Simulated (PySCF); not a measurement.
# C5H6F2: the cost of one run

Computed with PySCF 2.14.0, with density-fitted response routines of our own, on a single molecule in the gas phase. Atoms are numbered from 0 throughout.

## 1. The starting structure

13 atoms, charge 0, multiplicity 1; geometry from: GFN2-xTB. The atoms were then displaced at random by about 0.01 Å, so the start is not that level's minimum.

Bonds of the start (Å): F0–C1 1.35, C1–C2 1.52, C2–F3 1.37, C2–C4 1.53, C4–C5 1.50, C5–C6 1.29, C6–C4 1.51, C1–H7 1.07, C1–H8 1.12, C2–H9 1.08, C4–H10 1.11, C5–H11 1.07, C6–H12 1.07.

## 2. Geometry optimisation at PBE0-D3(BJ)/def2-SVP

What the job is given:

```
{"job": {"xc": "PBE0", "basis": "def2-SVP", "d3": "d3bj", "grid": 1, "shake": 0.01, "kind": "geom"}, "charge": 0, "multiplicity": 1}
F     -1.486230     1.609560    -0.196590
C     -1.725490     0.330670     0.168980
C     -0.579540    -0.535590    -0.330550
F     -0.908630    -1.851770    -0.153560
C      0.723800    -0.272550     0.419500
C      2.049460    -0.380050    -0.265200
C      1.656490     0.823340    -0.030470
H     -2.647800     0.017860    -0.285440
H     -1.795020     0.317230     1.282130
H     -0.421800    -0.389810    -1.391240
H      0.637670    -0.501330     1.498020
H      2.770110    -1.073490    -0.636400
H      1.732810     1.889060    -0.089500
```

Command:

```console
OMP_NUM_THREADS=1 python probes_run.py task.json out
```

One launch serves the whole session: the jobs run in the order shown.

Q: Estimate the wall time and peak memory of this first job on 1 thread of Arm Neoverse V2, shared host.

About 46 s, with a peak of 0.54 GiB.
